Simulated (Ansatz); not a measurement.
# Al2W3: the cost of one run

Program: Ansatz 0.2.0. Level of theory: DFT PBE, scalar-relativistic, plane waves, PAW, unless a step names another level. These are calculated values, not measurements.

1 further run of the same task is left out (it didn't finish).

### Step 1. The structure to begin with

Symmetry: I4/mmm, No. 139, tetragonal system. The conventional cell has a = 3.217 Å, b = 3.217 Å, c = 15.128 Å, α = 90.00°, β = 90.00°, γ = 90.00°. Around Al (site symmetry 4mm) lie 4 Al at 2.73 Å and 6 W at 2.73 to 3.03 Å. Around W (site symmetry 4/mmm) lie 8 W at 2.74 Å and 2 Al at 3.03 Å. W (site symmetry 4mm) has 5 Al at 2.73 to 3.00 Å and 5 W at 2.74 to 3.06 Å as nearest neighbours.

Structure file:

```
CELL_PARAMETERS angstrom
-1.60869 1.60869 7.56391
1.60869 -1.60869 7.56391
1.60869 1.60869 -7.56391
ATOMIC_POSITIONS crystal
Al 0.20042 0.20042 0.00000
Al 0.79958 0.79958 0.00000
W 0.00000 0.00000 0.00000
W 0.39899 0.39899 0.00000
W 0.60101 0.60101 0.00000
```

It came out lowest among 19 distinct ends of the trial cells. At a tolerance of 0.05 Å it has space group I4/mmm (No. 139).

### Step 2. Relaxing to 0.001 eV/Å, on the response runs' mesh and smearing

Input file input.yaml:

```yaml
crystal:
  lattice:
    - [-1.6086926073, 1.6086926073, 7.5639054521]
    - [1.6086926073, -1.6086926073, 7.5639054521]
    - [1.6086926073, 1.6086926073, -7.5639054521]
  atoms:
    - { symbol: Al, position: [0.2004150865, 0.2004150865, 0.0] }
    - { symbol: Al, position: [0.7995849135, 0.7995849135, 0.0] }
    - { symbol: W, position: [0.0, 0.0, 0.0] }
    - { symbol: W, position: [0.3989900418, 0.3989900418, 0.0] }
    - { symbol: W, position: [0.6010099582, 0.6010099582, 0.0] }
basis:
  ecutwfc: 420
kpoints:
  mp_grid: { grid: [14, 14, 14] }
hamiltonian:
  xc: pbe
scf:
  occupations: { method: gaussian, width: 0.1 }
output:
  forces: true
  stress: true
  eigenvalues: true
relax:
  adjacent_minimum: "off"
  f_tol: 0.001
  max_steps: 60
  cell: { stress_tol: 0.01 }
```

On the command line:

```console
$ ansatz run input.yaml --threads 3 --pin off --max-ram 7680MiB --backend cpu --events-out ev --progress --plain --runs-dir out
```

**Question.** How long does this run take on 3 threads of Intel Xeon Platinum 8259CL at 2.50GHz (Skylake/Cascade Lake), shared host, and how much memory does it need?

About 45 s, with a peak of 0.73 GiB.
